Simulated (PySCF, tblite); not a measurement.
**C₄H₅F₃O: a rotation path, then NMR shifts on frames**

Aim: move C₄H₅F₃O (`F/C=C/COC(F)F`) away from its starting geometry and see how NMR shifts follow the geometry.

Programs: tblite 0.8.0 and PySCF 2.14.0, with density-fitted response routines of our own. Each step states its level of theory. These are calculated values for one molecule in the gas phase, unless marked as measured. Atoms count from 0, in the outputs and in this text.

## 1. Starting geometry

13 atoms, charge 0, multiplicity 1; geometry from: GFN2-xTB.

Bonds of the start (Å): F0–C1 1.34, C1–C2 1.32, C2–C3 1.50, C3–O4 1.42, O4–C5 1.35, C5–F6 1.35, C5–F7 1.36, C1–H8 1.08, C2–H9 1.08, C3–H10 1.09, C3–H11 1.10, C5–H12 1.11.

## 2. The rotation path with GFN2-xTB

The job: settings as JSON, then the geometry in Å.

```
{"job": {"kind": "neb", "xc": "GFN2-xTB", "basis": "xTB", "atoms": [7, 5, 4, 3], "turn": 120}, "charge": 0, "multiplicity": 1}
F      2.615540     1.256617     0.999488
C      1.579647     0.757268     0.314370
C      1.196084    -0.495592     0.473152
C      0.058907    -1.133613    -0.264445
O     -0.734879    -0.217123    -1.009562
C     -1.597256     0.540274    -0.303400
F     -1.600590     1.793653    -0.791835
F     -2.869495     0.089056    -0.449005
H      1.132899     1.489035    -0.342610
H      1.727770    -1.142309     1.154973
H      0.447224    -1.829414    -1.014541
H     -0.570278    -1.701397     0.433749
H     -1.389962     0.594031     0.781938
```

Method: GFN2-xTB climbing-image nudged elastic band, gas phase.

Run with:

```sh
> OMP_NUM_THREADS=1 python probes_run.py task.json out
```

The driver reads the jobs from task.json and runs them one after another.

The log of the run:

```text
image   E - E0 / eV
  0       0.0000
  1      -0.0011
  2       0.0148
  3       0.0529
  4       0.0760
  5       0.0314
  6      -0.0724
  7      -0.1515
  8      -0.1792
```

It took 11 s on 1 thread, shared host.

The final band, with the dihedral F7–C5–O4–C3:

| image | dihedral (°) | energy (eV) | energy (kcal/mol) |
| --- | --- | --- | --- |
| 0 | -104 | 0.000 | 0.0 |
| 1 | -82 | -0.001 | 0.0 |
| 2 | -63 | 0.015 | 0.3 |
| 3 | -45 | 0.053 | 1.2 |
| 4 | -23 | 0.076 | 1.8 |
| 5 | 3 | 0.031 | 0.7 |
| 6 | 27 | -0.072 | -1.7 |
| 7 | 46 | -0.151 | -3.5 |
| 8 | 59 | -0.179 | -4.1 |

## 3. Shielding tensors: image 0, PBE0/pcSseg-1

The job: settings as JSON, then the geometry in Å.

```
{"job": {"kind": "nmr", "xc": "PBE0", "basis": "pcSseg-1", "pop": false}, "charge": 0, "multiplicity": 1}
F      2.615500     1.256600     0.999500
C      1.579600     0.757300     0.314400
C      1.196100    -0.495600     0.473200
C      0.058900    -1.133600    -0.264400
O     -0.734900    -0.217100    -1.009600
C     -1.597300     0.540300    -0.303400
F     -1.600600     1.793700    -0.791800
F     -2.869500     0.089100    -0.449000
H      1.132900     1.489000    -0.342600
H      1.727800    -1.142300     1.155000
H      0.447200    -1.829400    -1.014500
H     -0.570300    -1.701400     0.433700
H     -1.390000     0.594000     0.781900
```

With the program's defaults for keys left out, this is: GIAO PBE0/pcSseg-1 NMR shielding, non-relativistic, gas phase.

The log of the run:

```text
coarse grid: 11792 points
cycle   1  E = -529.3422360587  dE =  1.247e+00  |g| = 9.197e-01  |ddm| = 3.117e+00
cycle   2  E = -529.2238238922  dE =  1.184e-01  |g| = 1.291e+00  |ddm| = 1.170e+00
cycle   3  E = -529.4816673581  dE = -2.578e-01  |g| = 5.443e-02  |ddm| = 6.964e-01
cycle   4  E = -529.4820934883  dE = -4.261e-04  |g| = 2.845e-02  |ddm| = 5.473e-02
cycle   5  E = -529.4822603984  dE = -1.669e-04  |g| = 9.624e-03  |ddm| = 2.630e-02
cycle   6  E = -529.4822752563  dE = -1.486e-05  |g| = 3.406e-03  |ddm| = 8.595e-03
cycle   7  E = -529.4822775761  dE = -2.320e-06  |g| = 6.142e-04  |ddm| = 3.063e-03
final grid: 117712 points
cycle   8  E = -529.5584366696  dE = -4.057e-05  |g| = 1.021e-02  |ddm| = 2.298e-02
cycle   9  E = -529.5584210848  dE =  1.558e-05  |g| = 1.424e-02  |ddm| = 1.362e-02
cycle  10  E = -529.5584556351  dE = -3.455e-05  |g| = 1.119e-03  |ddm| = 8.180e-03
cycle  11  E = -529.5584558701  dE = -2.350e-07  |g| = 3.007e-04  |ddm| = 1.086e-03
cycle  12  E = -529.5584558838  dE = -1.372e-08  |g| = 1.414e-04  |ddm| = 2.790e-04
cycle  13  E = -529.5584558881  dE = -4.274e-09  |g| = 2.646e-05  |ddm| = 1.119e-04
cycle  14  E = -529.5584558882  dE = -1.367e-10  |g| = 1.058e-05  |ddm| = 2.405e-05
converged SCF energy = -529.5584558882

GIAO shielding tensors (ppm)
atom      isotropic    diamagn.    paramagn.     s11        s22        s33       span
  0 F      294.033     469.596    -175.562    183.631    277.853    420.616    236.984
  1 C       25.150     252.314    -227.164    -71.099     63.930     82.619    153.718
  2 C       73.271     260.217    -186.946    -23.858     98.453    145.216    169.074
  3 C      119.148     243.650    -124.502     93.496    103.013    160.936     67.440
  4 O      237.004     398.721    -161.717    163.842    238.701    308.468    144.626
  5 C       60.869     243.014    -182.145     40.224     68.475     73.908     33.684
  6 F      269.958     472.221    -202.263    173.313    290.268    346.294    172.981
  7 F      268.523     469.720    -201.197    179.488    274.624    351.457    171.969
  8 H       24.514      31.021      -6.507     21.089     23.224     29.228      8.140
  9 H       26.338      30.471      -4.134     24.452     26.374     28.188      3.736
 10 H       26.751      28.047      -1.296     22.168     26.249     31.837      9.669
 11 H       27.257      29.589      -2.333     22.364     27.305     32.101      9.737
 12 H       25.391      29.854      -4.463     22.693     25.542     27.938      5.245
```

It took 50 s on 1 thread, shared host.

Shifts follow as δ = σ(reference) − σ, with reference shieldings (ppm) from runs at the same level and on the same kind of geometry: 1H TMS 31.72, 13C TMS 186.9, 19F CFCl3 170.9, 17O H2O 336.1. The references are single molecules in the gas phase, so shifts against H2O, NH3, PH3, H3PO4 or CFCl3 are not on the usual liquid scales and can be off by tens of ppm. Each atom is listed at this fixed geometry, with no averaging over motion; a spectrum would average atoms that exchange fast.

| atoms | environment | σ (ppm) | δ (ppm) |
| --- | --- | --- | --- |
| C1 | alkene CH | 25.1 | 161.8 |
| C5 | sp3 CH bonded to 2 F and O | 60.9 | 126.1 |
| C2 | alkene CH | 73.3 | 113.7 |
| C3 | allylic sp3 CH2 bonded to O | 119.1 | 67.8 |
| H8 | hydrogen on an alkene CH | 24.51 | 7.20 |
| H12 | hydrogen on an sp3 CH bonded to 2 F and O | 25.39 | 6.33 |
| H9 | hydrogen on an alkene CH | 26.34 | 5.38 |
| H10 | hydrogen on an allylic sp3 CH2 bonded to O | 26.75 | 4.97 |
| H11 | hydrogen on an allylic sp3 CH2 bonded to O | 27.26 | 4.46 |
| F7 | fluorine of a CF2 group | 268.5 | -97.6 |
| F6 | fluorine of a CF2 group | 270.0 | -99.0 |
| F0 | vinylic fluorine | 294.0 | -123.1 |
| O4 | ether oxygen | 237.0 | 99.1 |

## 4. Shielding tensors: image 2, PBE0/pcSseg-1

The job: settings as JSON, then the geometry in Å.

```
{"job": {"kind": "nmr", "xc": "PBE0", "basis": "pcSseg-1", "pop": false}, "charge": 0, "multiplicity": 1}
F      2.603700     1.108700     1.232700
C      1.604900     0.697700     0.440100
C      1.160900    -0.543600     0.485000
C      0.046800    -1.088100    -0.354700
O     -0.692000    -0.107800    -1.076900
C     -1.566000     0.620000    -0.347900
F     -2.177300     1.474100    -1.174800
F     -2.542700    -0.161000     0.190900
H      1.239100     1.488400    -0.198600
H      1.620800    -1.254700     1.155200
H      0.452900    -1.743600    -1.131200
H     -0.630800    -1.682900     0.271600
H     -1.124600     1.193300     0.490900
```

Level: GIAO PBE0/pcSseg-1 NMR shielding, non-relativistic, gas phase.

The log of the run:

```text
coarse grid: 11792 points
cycle   1  E = -529.3414741384  dE =  1.249e+00  |g| = 9.167e-01  |ddm| = 3.116e+00
cycle   2  E = -529.2226706077  dE =  1.188e-01  |g| = 1.288e+00  |ddm| = 1.170e+00
cycle   3  E = -529.4799462078  dE = -2.573e-01  |g| = 5.502e-02  |ddm| = 7.015e-01
cycle   4  E = -529.4803951473  dE = -4.489e-04  |g| = 2.721e-02  |ddm| = 5.469e-02
cycle   5  E = -529.4805491017  dE = -1.540e-04  |g| = 9.010e-03  |ddm| = 2.528e-02
cycle   6  E = -529.4805613981  dE = -1.230e-05  |g| = 3.349e-03  |ddm| = 7.692e-03
cycle   7  E = -529.4805634671  dE = -2.069e-06  |g| = 5.620e-04  |ddm| = 2.885e-03
final grid: 117712 points
cycle   8  E = -529.5584051420  dE = -4.571e-05  |g| = 1.026e-02  |ddm| = 2.296e-02
cycle   9  E = -529.5583892164  dE =  1.593e-05  |g| = 1.435e-02  |ddm| = 1.418e-02
cycle  10  E = -529.5584243906  dE = -3.517e-05  |g| = 1.166e-03  |ddm| = 8.523e-03
cycle  11  E = -529.5584246396  dE = -2.490e-07  |g| = 3.375e-04  |ddm| = 1.141e-03
cycle  12  E = -529.5584246579  dE = -1.827e-08  |g| = 1.464e-04  |ddm| = 3.113e-04
cycle  13  E = -529.5584246625  dE = -4.632e-09  |g| = 2.651e-05  |ddm| = 1.163e-04
cycle  14  E = -529.5584246627  dE = -1.394e-10  |g| = 1.087e-05  |ddm| = 2.407e-05
converged SCF energy = -529.5584246627

GIAO shielding tensors (ppm)
atom      isotropic    diamagn.    paramagn.     s11        s22        s33       span
  0 F      295.326     469.443    -174.118    190.175    281.881    413.921    223.746
  1 C       26.712     252.291    -225.580    -69.970     67.319     82.787    152.757
  2 C       74.783     259.879    -185.096    -24.561    101.921    146.989    171.550
  3 C      122.201     243.728    -121.527     95.178    108.849    162.577     67.399
  4 O      237.640     398.254    -160.614    190.080    229.281    293.559    103.479
  5 C       65.174     242.378    -177.204     44.299     74.425     76.797     32.498
  6 F      279.179     469.105    -189.927    191.370    298.010    348.155    156.785
  7 F      275.904     472.607    -196.702    207.945    249.491    370.277    162.332
  8 H       24.643      30.932      -6.288     21.466     23.104     29.360      7.894
  9 H       26.388      30.420      -4.032     24.438     26.445     28.280      3.842
 10 H       26.805      28.139      -1.334     22.069     26.339     32.008      9.939
 11 H       27.016      29.621      -2.605     22.287     27.442     31.319      9.032
 12 H       25.031      29.769      -4.738     21.612     24.844     28.636      7.025
```

Wall time 52 s (1 thread, shared host).

This run: δ C1 160.2, C5 121.8, C2 112.1, C3 64.7, H8 7.07, H12 6.69 ppm.

## 5. Nuclear shieldings: image 4, PBE0/pcSseg-1

The job: settings as JSON, then the geometry in Å.

```
{"job": {"kind": "nmr", "xc": "PBE0", "basis": "pcSseg-1", "pop": false}, "charge": 0, "multiplicity": 1}
F      2.551400     0.973100     1.427200
C      1.589100     0.627300     0.561400
C      1.134000    -0.608600     0.495700
C      0.055800    -1.071600    -0.434500
O     -0.644300    -0.021100    -1.094700
C     -1.547300     0.702600    -0.388000
F     -2.603700     0.942800    -1.189500
F     -2.033600     0.048600     0.688700
H      1.264100     1.463500    -0.039800
H      1.551900    -1.369000     1.138500
H      0.491800    -1.649400    -1.255500
H     -0.641300    -1.721400     0.108300
H     -1.172300     1.683700    -0.035500
```

Level: GIAO PBE0/pcSseg-1 NMR shielding, non-relativistic, gas phase.

The log of the run:

```text
coarse grid: 11792 points
cycle   1  E = -529.3378104740  dE =  1.244e+00  |g| = 9.182e-01  |ddm| = 3.114e+00
cycle   2  E = -529.2213442370  dE =  1.165e-01  |g| = 1.283e+00  |ddm| = 1.153e+00
cycle   3  E = -529.4766986126  dE = -2.554e-01  |g| = 5.724e-02  |ddm| = 6.909e-01
cycle   4  E = -529.4771963907  dE = -4.978e-04  |g| = 2.819e-02  |ddm| = 5.747e-02
cycle   5  E = -529.4773589985  dE = -1.626e-04  |g| = 8.140e-03  |ddm| = 2.389e-02
cycle   6  E = -529.4773681856  dE = -9.187e-06  |g| = 2.797e-03  |ddm| = 5.340e-03
final grid: 117712 points
cycle   7  E = -529.5548753312  dE = -4.138e-05  |g| = 1.092e-02  |ddm| = 2.317e-02
cycle   8  E = -529.5548541027  dE =  2.123e-05  |g| = 1.588e-02  |ddm| = 1.539e-02
cycle   9  E = -529.5548961171  dE = -4.201e-05  |g| = 1.213e-03  |ddm| = 9.753e-03
cycle  10  E = -529.5548964070  dE = -2.900e-07  |g| = 3.637e-04  |ddm| = 1.165e-03
cycle  11  E = -529.5548964317  dE = -2.468e-08  |g| = 1.427e-04  |ddm| = 3.295e-04
cycle  12  E = -529.5548964362  dE = -4.525e-09  |g| = 2.826e-05  |ddm| = 1.181e-04
cycle  13  E = -529.5548964364  dE = -1.455e-10  |g| = 1.121e-05  |ddm| = 2.449e-05
converged SCF energy = -529.5548964364

GIAO shielding tensors (ppm)
atom      isotropic    diamagn.    paramagn.     s11        s22        s33       span
  0 F      296.605     469.611    -173.007    193.928    284.606    411.280    217.352
  1 C       27.241     252.493    -225.252    -68.678     68.952     81.448    150.126
  2 C       71.164     259.963    -188.798    -25.838     94.145    145.186    171.023
  3 C      121.957     243.342    -121.385     94.565    109.638    161.668     67.103
  4 O      242.792     398.470    -155.678    189.705    229.997    308.674    118.970
  5 C       64.323     239.330    -175.008     45.224     72.446     75.297     30.072
  6 F      265.333     468.716    -203.383    180.038    270.360    345.601    165.563
  7 F      284.766     474.198    -189.432    207.886    298.403    348.009    140.123
  8 H       24.631      31.259      -6.628     21.768     22.951     29.174      7.406
  9 H       26.253      30.449      -4.196     24.406     26.334     28.019      3.613
 10 H       26.840      28.077      -1.236     22.144     26.376     32.001      9.857
 11 H       26.699      29.595      -2.896     22.494     26.558     31.046      8.553
 12 H       24.868      28.679      -3.811     21.314     24.298     28.991      7.678
```

It took 51 s on 1 thread, shared host.

Key values: δ C1 159.7, C5 122.6, C2 115.8, C3 65.0, H8 7.09, H12 6.85 ppm.

## 6. NMR shieldings: image 6, PBE0/pcSseg-1

The job: settings as JSON, then the geometry in Å.

```
{"job": {"kind": "nmr", "xc": "PBE0", "basis": "pcSseg-1", "pop": false}, "charge": 0, "multiplicity": 1}
F      2.504800     0.827800     1.588300
C      1.570100     0.543800     0.673800
C      1.111500    -0.680900     0.500100
C      0.055800    -1.014600    -0.510600
O     -0.503100     0.173500    -1.084600
C     -1.517200     0.758400    -0.431600
F     -2.723800     0.291000    -0.857900
F     -1.516900     0.531400     0.899300
H      1.259200     1.419800     0.122800
H      1.487400    -1.495900     1.098000
H      0.491200    -1.560100    -1.353200
H     -0.721600    -1.640700    -0.058000
H     -1.501800     1.847000    -0.604000
```

Level: GIAO PBE0/pcSseg-1 NMR shielding, non-relativistic, gas phase.

The log of the run:

```text
coarse grid: 11792 points
cycle   1  E = -529.3427882673  dE =  1.243e+00  |g| = 9.153e-01  |ddm| = 3.120e+00
cycle   2  E = -529.2346513705  dE =  1.081e-01  |g| = 1.262e+00  |ddm| = 1.107e+00
cycle   3  E = -529.4801240268  dE = -2.455e-01  |g| = 5.630e-02  |ddm| = 6.528e-01
cycle   4  E = -529.4806066660  dE = -4.826e-04  |g| = 2.807e-02  |ddm| = 5.864e-02
cycle   5  E = -529.4807687545  dE = -1.621e-04  |g| = 8.774e-03  |ddm| = 2.431e-02
cycle   6  E = -529.4807807526  dE = -1.200e-05  |g| = 3.024e-03  |ddm| = 6.047e-03
cycle   7  E = -529.4807825322  dE = -1.780e-06  |g| = 5.800e-04  |ddm| = 2.280e-03
final grid: 117712 points
cycle   8  E = -529.5572982229  dE = -3.883e-05  |g| = 1.043e-02  |ddm| = 2.252e-02
cycle   9  E = -529.5572807230  dE =  1.750e-05  |g| = 1.465e-02  |ddm| = 1.397e-02
cycle  10  E = -529.5573182219  dE = -3.750e-05  |g| = 1.383e-03  |ddm| = 8.647e-03
cycle  11  E = -529.5573185976  dE = -3.757e-07  |g| = 3.344e-04  |ddm| = 1.251e-03
cycle  12  E = -529.5573186164  dE = -1.880e-08  |g| = 1.407e-04  |ddm| = 3.035e-04
cycle  13  E = -529.5573186207  dE = -4.272e-09  |g| = 2.757e-05  |ddm| = 1.101e-04
cycle  14  E = -529.5573186208  dE = -1.422e-10  |g| = 1.109e-05  |ddm| = 2.367e-05
converged SCF energy = -529.5573186208

GIAO shielding tensors (ppm)
atom      isotropic    diamagn.    paramagn.     s11        s22        s33       span
  0 F      299.489     469.409    -169.920    191.890    280.777    425.799    233.909
  1 C       24.606     252.237    -227.631    -73.185     66.085     80.919    154.104
  2 C       71.064     259.719    -188.655    -26.365     91.565    147.993    174.358
  3 C      122.550     244.735    -122.185     94.054    114.192    159.405     65.350
  4 O      238.211     398.680    -160.469    178.349    243.289    292.996    114.647
  5 C       64.260     237.193    -172.933     43.027     73.238     76.516     33.489
  6 F      259.932     470.699    -210.768    150.582    276.472    352.740    202.158
  7 F      277.083     476.122    -199.039    193.710    304.923    332.616    138.906
  8 H       24.565      31.426      -6.862     21.740     22.158     29.796      8.055
  9 H       26.149      30.450      -4.301     24.264     26.390     27.793      3.530
 10 H       26.967      28.279      -1.312     22.410     26.215     32.277      9.867
 11 H       26.819      29.799      -2.980     22.808     26.380     31.268      8.460
 12 H       25.099      27.251      -2.152     21.760     23.512     30.024      8.264
```

Wall time 54 s (1 thread, shared host).

This run: δ C1 162.3, C5 122.7, C2 115.9, C3 64.4, H8 7.15, H12 6.62 ppm.

## 7. Shielding tensors: image 8, PBE0/pcSseg-1

The job: settings as JSON, then the geometry in Å.

```
{"job": {"kind": "nmr", "xc": "PBE0", "basis": "pcSseg-1", "pop": false}, "charge": 0, "multiplicity": 1}
F      2.571400     0.613000     1.717400
C      1.622700     0.480100     0.781600
C      1.103000    -0.697200     0.494000
C      0.056900    -0.930100    -0.550100
O     -0.490600     0.277300    -1.103100
C     -1.565400     0.772400    -0.489900
F     -2.607100    -0.103000    -0.476300
F     -1.356200     1.063400     0.820600
H      1.363500     1.422900     0.323900
H      1.440100    -1.581800     1.013100
H      0.497900    -1.455300    -1.403600
H     -0.749300    -1.551000    -0.142500
H     -1.891300     1.689700    -1.002900
```

With the program's defaults for keys left out, this is: GIAO PBE0/pcSseg-1 NMR shielding, non-relativistic, gas phase.

The log of the run:

```text
coarse grid: 11792 points
cycle   1  E = -529.3477441865  dE =  1.235e+00  |g| = 9.100e-01  |ddm| = 3.118e+00
cycle   2  E = -529.2444721405  dE =  1.033e-01  |g| = 1.247e+00  |ddm| = 1.084e+00
cycle   3  E = -529.4831581589  dE = -2.387e-01  |g| = 5.495e-02  |ddm| = 6.357e-01
cycle   4  E = -529.4836202416  dE = -4.621e-04  |g| = 2.608e-02  |ddm| = 5.331e-02
cycle   5  E = -529.4837587421  dE = -1.385e-04  |g| = 8.457e-03  |ddm| = 2.277e-02
cycle   6  E = -529.4837692053  dE = -1.046e-05  |g| = 2.664e-03  |ddm| = 5.733e-03
cycle   7  E = -529.4837703282  dE = -1.123e-06  |g| = 3.083e-04  |ddm| = 2.082e-03
final grid: 117712 points
cycle   8  E = -529.5611239844  dE = -4.466e-05  |g| = 1.056e-02  |ddm| = 2.371e-02
cycle   9  E = -529.5611082416  dE =  1.574e-05  |g| = 1.453e-02  |ddm| = 1.378e-02
cycle  10  E = -529.5611440802  dE = -3.584e-05  |g| = 1.234e-03  |ddm| = 8.109e-03
cycle  11  E = -529.5611443599  dE = -2.798e-07  |g| = 3.468e-04  |ddm| = 1.144e-03
cycle  12  E = -529.5611443789  dE = -1.897e-08  |g| = 1.413e-04  |ddm| = 2.955e-04
cycle  13  E = -529.5611443832  dE = -4.283e-09  |g| = 2.713e-05  |ddm| = 1.114e-04
cycle  14  E = -529.5611443833  dE = -1.365e-10  |g| = 1.196e-05  |ddm| = 2.471e-05
converged SCF energy = -529.5611443833

GIAO shielding tensors (ppm)
atom      isotropic    diamagn.    paramagn.     s11        s22        s33       span
  0 F      297.585     469.234    -171.650    191.833    281.501    419.420    227.586
  1 C       24.566     251.881    -227.316    -72.783     64.632     81.848    154.631
  2 C       72.591     259.275    -186.684    -23.018     93.782    147.011    170.029
  3 C      123.958     244.979    -121.021     93.794    116.738    161.342     67.548
  4 O      234.761     397.757    -162.996    176.273    253.203    274.808     98.536
  5 C       64.150     235.299    -171.149     42.532     73.591     76.325     33.793
  6 F      279.573     472.406    -192.834    162.170    309.979    366.570    204.400
  7 F      263.752     476.769    -213.017    168.756    285.746    336.755    167.999
  8 H       24.526      31.197      -6.671     21.689     22.474     29.415      7.725
  9 H       26.247      30.377      -4.130     24.327     26.465     27.950      3.623
 10 H       27.058      28.471      -1.413     22.225     26.470     32.477     10.252
 11 H       26.646      29.992      -3.346     21.932     27.420     30.586      8.654
 12 H       25.156      26.165      -1.009     22.253     22.728     30.488      8.236
```

It took 52 s on 1 thread, shared host.

This run: δ C1 162.4, C5 122.8, C2 114.3, C3 63.0, H8 7.19, H12 6.56 ppm.

## 8. Comparing the runs: NMR shifts

Shifts (ppm) of some atoms, chosen among heavy atoms and hydrogens apart, with basis size and wall time:

| frame | C3 | H12 | H11 | F7 | F6 | F0 | O4 | functions | time |
| --- | --- | --- | --- | --- | --- | --- | --- | --- | --- |
| image 0 | 67.8 | 6.33 | 4.46 | -97.6 | -99.0 | -123.1 | 99.1 | 161 | 50 s |
| image 2 | 64.7 | 6.69 | 4.70 | -105.0 | -108.2 | -124.4 | 98.4 | 161 | 52 s |
| image 4 | 65.0 | 6.85 | 5.02 | -113.8 | -94.4 | -125.7 | 93.3 | 161 | 51 s |
| image 6 | 64.4 | 6.62 | 4.90 | -106.1 | -89.0 | -128.5 | 97.9 | 161 | 54 s |
| image 8 | 63.0 | 6.56 | 5.07 | -92.8 | -108.6 | -126.6 | 101.3 | 161 | 52 s |

## 9. Results

```
                                         quantity                             value
                         lowest and highest image               -0.179 and 0.076 eV
  13C shifts against TMS (PBE0/pcSseg-1, image 0)     161.8, 126.1, 113.7, 67.8 ppm
   1H shifts against TMS (PBE0/pcSseg-1, image 0)  7.20, 6.33, 5.38, 4.97, 4.46 ppm
19F shifts against CFCl3 (PBE0/pcSseg-1, image 0)          -97.6, -99.0, -123.1 ppm
  17O shifts against H2O (PBE0/pcSseg-1, image 0)                          99.1 ppm
                         range of the shift of F7               -113.8 to -92.8 ppm
```

**Reading.** The band dips 4.1 kcal/mol below its start, so the start is not the lowest point of the turn; from the lowest image the climb to the highest is 5.9 kcal/mol (GFN2-xTB, rough). Shifts at one fixed geometry are not the observed spectrum, which averages over the motion. In the first frame run (image 0): The widest tensor belongs to F0: span 237 ppm, with a paramagnetic part of -176 ppm. Across the 5 runs the shift of F7 moves most, between -113.8 (image 4) and -92.8 ppm (image 8).
